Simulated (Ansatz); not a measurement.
# CO on Ir (Iridium) (111)

One table from this session's results is given with a row withheld; the runs are named, their logs left out.

The COD entry's cell or inner coordinates are ideal or old and differ from later refinements, so a difference from it is no clean test against experiment.

Computed with Ansatz 0.2.0 (DFT PBE, scalar-relativistic, plane waves, PAW, unless a step's input says otherwise).

2 further runs of the same task are left out: 2 set aside as unsound or not needed.

## The starting structure

The structure is cubic, space group Fm-3m (No. 225). The conventional cell has a = 3.871 Å, b = 3.871 Å, c = 3.871 Å, α = 90.00°, β = 90.00°, γ = 90.00°. Ir (site symmetry m-3m) is surrounded by 12 Ir at 2.74 Å.

As a file:

```xyz
1
Lattice="0.0000 1.9353 1.9353 1.9353 0.0000 1.9353 1.9353 1.9353 0.0000" Properties=species:S:1:pos:R:3 pbc="T T T"
Ir    0.0000    0.0000    0.0000
```

This cell was relaxed beforehand with the same method: volume 14.50 Å³/atom, gap on the mesh none (metal).

A (111) slab, 6.7 Å thick as cut, with 17 Å of vacuum, in a 2×1 surface cell; its outer planes are Ir (top) and Ir (bottom).

The slab as cut. Layers, bottom to top:

| plane | atoms per cell | height over the lowest (Å) |
| --- | --- | --- |
| 1 | Ir2 | 0.00 |
| 2 | Ir2 | 2.23 |
| 3 | Ir2 | 4.47 |
| 4 | Ir2 | 6.70 |

The first run:

Miller indices refer to the conventional cell of the relaxed bulk, Fm-3m (No. 225): a = 3.871 Å, b = 3.871 Å, c = 3.871 Å, α = 90.00°, β = 90.00°, γ = 90.00°.

File input.yaml:

```yaml
crystal:
  lattice:
    - [5.4739412011, 0.0, 0.0]
    - [-1.3684853003, 2.3702860695, 0.0]
    - [0.0, 0.0, 23.7041814123]
  atoms:
    - { symbol: Ir, position: [0.3333333333, 0.3333333333, 0.3585865233] }
    - { symbol: Ir, position: [0.8333333333, 0.3333333333, 0.3585865233] }
    - { symbol: Ir, position: [0.6666666667, 0.6666666667, 0.4528621744] }
    - { symbol: Ir, position: [0.1666666667, 0.6666666667, 0.4528621744] }
    - { symbol: Ir, position: [0.0, 0.0, 0.5471378256] }
    - { symbol: Ir, position: [0.5, 0.0, 0.5471378256] }
    - { symbol: Ir, position: [0.3333333333, 0.3333333333, 0.6414134767] }
    - { symbol: Ir, position: [0.8333333333, 0.3333333333, 0.6414134767] }
basis:
  ecutwfc: 420
kpoints:
  mp_grid: { grid: [6, 12, 1] }
hamiltonian:
  xc: pbe
scf:
  occupations: { method: gaussian, width: 0.1 }
output:
  forces: true
  eigenvalues: true
  write_density: true
  write_potential: true
  elf: true
  volumetric_format: npy
relax:
  adjacent_minimum: "off"
  f_tol: 0.03
  max_steps: 70
  constraints: [{ sites: [0, 1, 2, 3] }]
efield:
  axis: 3
  dipole_correction: true
```

Started as:

```bash
$ ansatz run input.yaml --threads 2 --pin off --max-ram 5120MiB --backend cpu --events-out ev --progress --plain --runs-dir out
```

Steps of the session up to this table: The clean surface, relaxed; Start: CO, top (Ir); CO put at a hollow (nearest Ir) site; CO at the bridge (Ir-Ir) site; CO put at a hollow over Ir site.

One of the session's tables, all rows but one given; the rest of the session is left out.

It belongs to the step «Adsorption of CO: the sites compared». 

```
                              start  Δ dipole (e·Å)
           top (Ir) at (0.33, 0.33)               ?
hollow (nearest Ir) at (0.17, 0.67)          -0.098
     bridge (Ir-Ir) at (0.33, 0.83)          -0.098
     hollow over Ir at (0.00, 0.00)          -0.097
```

Estimate the missing values for top (Ir) at (0.33, 0.33).

As computed: Δ dipole (e·Å): -0.033. In the column «Δ dipole (e·Å)» it is the highest.

Caveats from the session: A start on a symmetric site keeps its symmetry, so an end may be a saddle point and not a minimum. The final runs have no spin polarisation, so no magnetic state was tried and one may lie lower. Warnings in the runs' records: xc potential rough in thin density.
